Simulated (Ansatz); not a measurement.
**C₂H₈ClNOSi: up Jacob's ladder to CCSD(T)**

The task here is to estimate one member of a computed series from the others.

Computed with Ansatz 0.2.0, Gaussian basis. Level: functionals in def2-TZVPP, the program's frozen cores in correlated methods.

Levels to be run: PBE-D4, r2SCAN-D4, PBE0-D4, B3LYP-D4, ωB97X-V, ωB97M-V, B2PLYP; CCSD(T)/def2-TZVPP; MP2/def2-QZVPP; extrapolation to the limit.

### The geometry

All runs share one geometry, relaxed beforehand with PBE0-D4 in a triple-zeta def2 set.

SMILES `CC[Si](N)(O)Cl`, 14 atoms, charge 0, spin multiplicity 1.

Atoms are counted from 1 here; the program's logs count them from 0.

Bond lengths: C1–C2 1.526 Å, C1–H7 1.092 Å, C1–H8 1.092 Å, C1–H9 1.092 Å, C2–Si3 1.858 Å, C2–H10 1.097 Å, C2–H11 1.096 Å, Si3–N4 1.707 Å, Si3–O5 1.640 Å, Si3–Cl6 2.066 Å, N4–H12 1.008 Å, N4–H13 1.009 Å, O5–H14 0.959 Å. Angles: C2–C1–H7 111.1°, C2–C1–H8 111.3°, C2–C1–H9 111.3°, H7–C1–H8 107.3°, H7–C1–H9 107.8°, H8–C1–H9 107.8°, C1–C2–Si3 114.2°, C1–C2–H10 110.5°, C1–C2–H11 110.3°, Si3–C2–H10 107.1°, Si3–C2–H11 108.2°, H10–C2–H11 106.1°, C2–Si3–N4 109.0°, C2–Si3–O5 114.2°, C2–Si3–Cl6 108.1°, N4–Si3–O5 108.9°, N4–Si3–Cl6 113.9°, O5–Si3–Cl6 102.7° and more.

The first run:

in.yaml reads:

```yaml
crystal:
  periodic: [false, false, false]
  atoms:
    - {symbol: C, position_ang: [-0.961975, 1.658125, 0.653405]}
    - {symbol: C, position_ang: [-0.002756, 0.487473, 0.851400]}
    - {symbol: Si, position_ang: [0.062229, -0.695672, -0.579425]}
    - {symbol: N, position_ang: [1.192783, -1.926633, -0.232871]}
    - {symbol: O, position_ang: [0.457853, 0.000180, -2.011308]}
    - {symbol: Cl, position_ang: [-1.852880, -1.390934, -0.924492]}
    - {symbol: H, position_ang: [-1.988829, 1.308958, 0.527893]}
    - {symbol: H, position_ang: [-0.703494, 2.235695, -0.237048]}
    - {symbol: H, position_ang: [-0.941869, 2.337220, 1.508857]}
    - {symbol: H, position_ang: [1.018805, 0.851089, 1.015664]}
    - {symbol: H, position_ang: [-0.271999, -0.077304, 1.751410]}
    - {symbol: H, position_ang: [1.272258, -2.267431, 0.712425]}
    - {symbol: H, position_ang: [1.325360, -2.678871, -0.891542]}
    - {symbol: H, position_ang: [1.394524, 0.158106, -2.144377]}
basis:
  gaussian: {orbitals: def2-TZVPP}
hamiltonian: {xc: pbe, dispersion: d4}
output: {forces: true, orbitals: {seedname: orbitals}}
```

Command:

```console
$ ansatz run in.yaml --threads 2 --pin off --events-out ev --progress --plain --max-ram 22528MiB --backend cuda --devices 0, --max-vram 18GiB
```

Among the steps run: PBE-D4 (GGA); r2SCAN-D4 (meta-GGA); PBE0-D4 (hybrid); B3LYP-D4 (hybrid); ωB97X-V (range-separated); ωB97M-V (range-separated); B2PLYP (double hybrid); CCSD(T) in def2-TZVPP; MP2 in def2-QZVPP.

One of the session's tables, all rows but one given; the rest of the session is left out.

```
            method  atomisation energy (kJ/mol)
            PBE-D4                       5433.6
         r2SCAN-D4                       5359.9
           PBE0-D4                            ?
          B3LYP-D4                       5348.1
           ωB97X-V                       5373.3
           ωB97M-V                       5382.6
            B2PLYP                       5292.7
     HF/def2-TZVPP                       3908.2
    MP2/def2-TZVPP                       5305.9
   CCSD/def2-TZVPP                       5142.7
CCSD(T)/def2-TZVPP                       5216.4
           MP2/CBS                       5457.8
       CCSD(T)/CBS                       5368.3
```

**Question.** Estimate the row for PBE0-D4.

As computed: atomisation energy (kJ/mol): 5354.0. In the column «atomisation energy (kJ/mol)» it lies between B3LYP-D4 (5348.1) and r2SCAN-D4 (5359.9).

To keep in mind: Free atoms (2 C, 1 Si, 1 N, 1 O, 1 Cl, 8 H) were run apart at each level; the atomisation energy is their sum less the molecule, without zero-point or spin-orbit terms.
